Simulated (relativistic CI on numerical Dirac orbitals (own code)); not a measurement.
# Cd⁴⁺: 4d valence photoemission multiplets

Wanted: the shape of the 4d valence photoemission spectrum of Cd⁴⁺ in 4 surroundings, from the same atomic integrals.

Program: relativistic CI on numerical Dirac orbitals (own code) version 1. Level of theory: Dirac-Coulomb-Breit CI, KLI orbitals optimised for each configuration, model QED (radiative potential, 1s self-energy scaled to tabulated hydrogen-like ionisation energies), valence Slater integrals scaled by 0.8, multiplet model of photoemission in the sudden approximation. These are calculated values, not measurements, unless marked.

### 1 The atom as given

| Property | Result |
| --- | --- |
| ion | Cd⁴⁺ (Cd V) |
| nuclear charge | 48 |
| electrons | 44 |
| configurations | [Kr] 4d8 → [Kr] 4d7 |
| temperature | 300 K |
| widths | Lorentz 0.21 eV, Gauss 0.5 eV |
| surrounding 1 | free ion |
| surrounding 2 | D4h, 10Dq = 31600, Ds = -1500, Dt = 860 cm⁻¹ |
| surrounding 3 | D4h, 10Dq = 31600, Ds = -600, Dt = 860 cm⁻¹ |
| surrounding 4 | D4h, 10Dq = 31600, Ds = 300, Dt = 860 cm⁻¹ |

### 2 Surrounding 1: free ion

The run's settings:

```ini
atom Cd  Z=48  charge=4  electrons=44
nucleus A=114  rms_radius_fm=4.6087
hamiltonian dirac-coulomb  breit=on  qed=on  c_scale=1
orbitals kli  potential=per-configuration
slater_scale 0.8
correlation none
mixing on
configurations
  [Kr] 4d8
  [Kr] 4d7
end
photoemission 4d valence T=300 lorentz=0.21 gauss=0.5
crystal_field free
```

### 3 Surrounding 2: D4h, 10Dq = 31600, Ds = -1500, Dt = 860

Changes to the settings of step 2:

```diff
@@ -12,2 +12,2 @@
 photoemission 4d valence T=300 lorentz=0.21 gauss=0.5
-crystal_field free
+crystal_field D4h 10Dq=31600 Ds=-1500 Dt=860
```

### 4 Surrounding 3: D4h, 10Dq = 31600, Ds = -600, Dt = 860

Changes to the settings of step 3:

```diff
@@ -12,2 +12,2 @@
 photoemission 4d valence T=300 lorentz=0.21 gauss=0.5
-crystal_field D4h 10Dq=31600 Ds=-1500 Dt=860
+crystal_field D4h 10Dq=31600 Ds=-600 Dt=860
```

### 5 Surrounding 4: D4h, 10Dq = 31600, Ds = 300, Dt = 860

Changes to the settings of step 4:

```diff
@@ -12,2 +12,2 @@
 photoemission 4d valence T=300 lorentz=0.21 gauss=0.5
-crystal_field D4h 10Dq=31600 Ds=-600 Dt=860
+crystal_field D4h 10Dq=31600 Ds=300 Dt=860
```

(Steps that only read results are left out.)

Q: Predict the outcome of this session. Wanted: highest peak, first run; ground spin.

The runs gave:

| surrounding | ground S | centroid (eV) | spread (eV) | up to four highest peaks (% of the highest), eV |
| --- | --- | --- | --- | --- |
| 1: free | 0.99 | 70.02 | 1.45 | 68.4 (100), 70.5 (91), 71.3 (74), 73.3 (7) |
| 2: D4h | 1.00 | 70.49 | 1.54 | 69.0 (84), 69.7 (100), 70.8 (60), 71.8 (45) |
| 3: D4h | 1.00 | 70.49 | 1.50 | 69.0 (88), 69.8 (100), 70.6 (71), 71.9 (48) |
| 4: D4h | 1.00 | 70.49 | 1.49 | 68.7 (53), 69.9 (100), 70.3 (97), 72.1 (53) |

| quantity | value |
| --- | --- |
| highest peak, first run | 68.4 eV |
| ground spin (effective S from ⟨S²⟩) | 0.99 |

**Reading.** The position of the maximum differs by up to 1.5 eV between the surroundings, by shifts of peaks or by peaks exchanging rank. Energies are those of the free ion without screening by ligands; binding energies in solids differ by tens of eV.
